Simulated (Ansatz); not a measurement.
# C3Si: geometry and frequencies at several levels

Wanted for C3Si: geometry and frequencies at several levels.

Computed with Ansatz 0.2.0 (the levels named in each step, unless a step's input says otherwise).

### 1 The starting structure

Bond lengths: C1–C2 1.406 Å, C2–Si3 1.908 Å, C1–C4 1.406 Å, C2–C4 1.541 Å, Si3–C4 1.908 Å. Angles: C1–C2–Si3 122.9°, C1–C2–C4 56.8°, Si3–C2–C4 66.2°, C2–C1–C4 66.5°, C2–Si3–C4 47.6°, C1–C4–C2 56.8°, C1–C4–Si3 123.0°, C2–C4–Si3 66.2°.

Structure file:

```xyz
4

C    -1.6079   -0.3734   -0.4836
C    -0.3011   -0.8497   -0.2775
Si    1.1225    0.2610    0.3377
C    -0.7161    0.6131   -0.0285
```

### 2 A rough first relaxation, PBE-D4/def2-SVP

input.yaml

```yaml
crystal:
  periodic: [false, false, false]
  atoms:
    - { symbol: C, position_ang: [-1.60788, -0.37344, -0.48363] }
    - { symbol: C, position_ang: [-0.30109, -0.84965, -0.27747] }
    - { symbol: Si, position_ang: [1.12255, 0.26103, 0.33773] }
    - { symbol: C, position_ang: [-0.7161, 0.61314, -0.02855] }
basis:
  gaussian: { orbitals: def2-SVP }
hamiltonian:
  xc: pbe
  dispersion: d4
relax:
  f_tol: 0.03
  max_steps: 200
```

Started as:

```bash
$ ansatz run input.yaml --threads 2 --pin off --max-ram 5120MiB --backend cpu --events-out ev --progress --plain --runs-dir out
```

After this run come: Relaxation, PBE0-D4/def2-TZVPP; Frequencies, PBE0-D4/def2-TZVPP; Relaxation, PBE-D4/def2-TZVPP; Frequencies, PBE-D4/def2-TZVPP; Relaxation, r2SCAN-D4/def2-TZVPP; Frequencies, r2SCAN-D4/def2-TZVPP; Relaxation, B3LYP-D4/def2-TZVPP; Frequencies, B3LYP-D4/def2-TZVPP; Relaxation, B2PLYP/def2-TZVPP.

Q: Predict the outcome of this session. Wanted: C1–C2 at B2PLYP/def2-TZVPP; C1–C4 at B2PLYP/def2-TZVPP; C2–Si3 at B2PLYP/def2-TZVPP; frequencies at B3LYP-D4/def2-TZVPP.

The runs gave:

| quantity | value |
| --- | --- |
| C1–C2 at B2PLYP/def2-TZVPP | 1.434 Å |
| C1–C4 at B2PLYP/def2-TZVPP | 1.434 Å |
| C2–Si3 at B2PLYP/def2-TZVPP | 1.840 Å |
| frequencies at B3LYP-D4/def2-TZVPP | 236 to 1410 cm⁻¹ |

In words: The C–C distance spreads over 0.013 Å, from PBE0-D4/def2-TZVPP (shortest) to PBE-D4/def2-TZVPP. No mode is imaginary, so the geometry is a minimum.
